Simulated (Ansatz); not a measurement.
# C2H9BSSi: how energies converge with the basis set

The task here is to estimate one member of a computed series from the others.

Computed with Ansatz 0.2.0, Gaussian basis. Level: one geometry, several basis sets.

Levels to be run: PBE0-D4/def2-SVP; ωB97M-V/def2-SVP; PBE0-D4/def2-QZVPP; ωB97M-V/def2-QZVPP; the functionals' def2-TZVPP values are taken from earlier runs.

## The geometry

An earlier PBE0-D4 in a triple-zeta def2 set relaxation fixed the geometry.

SMILES `CBS[SiH2]C`, 14 atoms, charge 0, spin multiplicity 1.

Atoms are counted from 1 here; the program's logs count them from 0.

Bond lengths: C1–B2 1.557 Å, C1–H6 1.091 Å, C1–H7 1.097 Å, C1–H8 1.096 Å, B2–S3 1.790 Å, B2–H9 1.200 Å, S3–Si4 2.155 Å, Si4–C5 1.863 Å, Si4–H10 1.485 Å, Si4–H11 1.486 Å, C5–H12 1.092 Å, C5–H13 1.093 Å, C5–H14 1.092 Å. Angles: B2–C1–H6 115.0°, B2–C1–H7 109.4°, B2–C1–H8 109.6°, H6–C1–H7 108.6°, H6–C1–H8 108.7°, H7–C1–H8 105.2°, C1–B2–S3 120.8°, C1–B2–H9 120.5°, S3–B2–H9 118.7°, B2–S3–Si4 99.8°, S3–Si4–C5 111.3°, S3–Si4–H10 108.9°, S3–Si4–H11 105.5°, C5–Si4–H10 111.0°, C5–Si4–H11 110.9°, H10–Si4–H11 109.0°, Si4–C5–H12 110.5°, Si4–C5–H13 110.4° and more.

Coordinates:

```xyz
14

C    -1.4168    1.2407    2.1334
B    -0.5306    0.4138    1.1554
S     0.8686    1.1647    0.3289
Si    1.5553   -0.5180   -0.8299
C     0.3471   -0.9492   -2.1808
H    -1.1231    2.2849    2.2495
H    -1.4112    0.7639    3.1210
H    -2.4618    1.2041    1.8032
H    -0.7713   -0.7430    0.9457
H     1.7714   -1.6722    0.0794
H     2.8621   -0.1006   -1.4022
H    -0.6187   -1.2300   -1.7555
H     0.7207   -1.7901   -2.7713
H     0.1954   -0.0983   -2.8482
```

Set-up of the first run:

in.yaml reads:

```yaml
crystal:
  periodic: [false, false, false]
  atoms:
    - {symbol: C, position_ang: [-1.416813, 1.240699, 2.133364]}
    - {symbol: B, position_ang: [-0.530611, 0.413813, 1.155425]}
    - {symbol: S, position_ang: [0.868586, 1.164658, 0.328885]}
    - {symbol: Si, position_ang: [1.555337, -0.517984, -0.829871]}
    - {symbol: C, position_ang: [0.347068, -0.949163, -2.180849]}
    - {symbol: H, position_ang: [-1.123104, 2.284938, 2.249532]}
    - {symbol: H, position_ang: [-1.411192, 0.763887, 3.120958]}
    - {symbol: H, position_ang: [-2.461782, 1.204134, 1.803247]}
    - {symbol: H, position_ang: [-0.771257, -0.742982, 0.945689]}
    - {symbol: H, position_ang: [1.771407, -1.672166, 0.079428]}
    - {symbol: H, position_ang: [2.862113, -0.100615, -1.402228]}
    - {symbol: H, position_ang: [-0.618671, -1.230009, -1.755465]}
    - {symbol: H, position_ang: [0.720700, -1.790149, -2.771257]}
    - {symbol: H, position_ang: [0.195418, -0.098259, -2.848158]}
basis:
  gaussian: {orbitals: def2-SVP}
hamiltonian: {xc: pbe0, dispersion: d4}
output: {orbitals: {seedname: orbitals}}
```

Among the steps run: PBE0-D4 in def2-SVP; ωB97M-V in def2-SVP; PBE0-D4 in def2-QZVPP; ωB97M-V in def2-QZVPP.

One of the session's tables, all rows but one given; the rest of the session is left out.

It belongs to the step «Density functionals: the series». 

```
functional       basis  HOMO (eV)
   PBE0-D4    def2-SVP      -7.76
   PBE0-D4  def2-TZVPP      -7.80
   PBE0-D4  def2-QZVPP      -7.81
   ωB97M-V    def2-SVP      -9.87
   ωB97M-V  def2-TZVPP          ?
   ωB97M-V  def2-QZVPP      -9.96
```

Estimate the missing values for ωB97M-V, def2-TZVPP.

The run gave: HOMO (eV): -9.95. In the column «HOMO (eV)» it lies between ωB97M-V, def2-QZVPP (-9.96) and ωB97M-V, def2-SVP (-9.87).
